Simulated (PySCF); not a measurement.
# Cl6Mn ([MnCl6]-): the cost of one run

Computed with PySCF 2.14.0 and routines of our own; the level stands in each step. Atoms count from 0.

## (1) The system as given

7 atoms, charge -1, states of the metal's open shell are computed; geometry from: model geometry, bond lengths from ionic radii.

## (2) Ligand-field states: state-averaged CASSCF in water

Job settings and geometry (Å):

```
{"job": {"kind": "lf", "basis": {"metal": "x2c-TZVPall", "ligand": "x2c-SVPall"}, "nevpt": true, "solvent": "water"}, "charge": -1, "metal": "Mn", "open_shell": "d2"}
Mn     0.000000     0.000000     0.000000
Cl     1.527350    -0.881816     1.247077
Cl     0.000000     1.763632     1.247077
Cl    -1.527350    -0.881816     1.247077
Cl     1.527350     0.881816    -1.247077
Cl    -1.527350     0.881816    -1.247077
Cl    -0.000000    -1.763632    -1.247077
```

Method: state-averaged CASSCF of the metal d shell, SC-NEVPT2 on the averaged canonical orbitals, state-interaction spin-orbit coupling.

The run is started by

```
> OMP_NUM_THREADS=1 python lf_run.py task.json out
```

The driver reads the jobs from task.json and runs them one after another.

**Question.** How long does this first job take on 1 thread of Arm Neoverse N1, shared host, and how much memory does it need?

About 29 s, with a peak of 0.41 GiB.
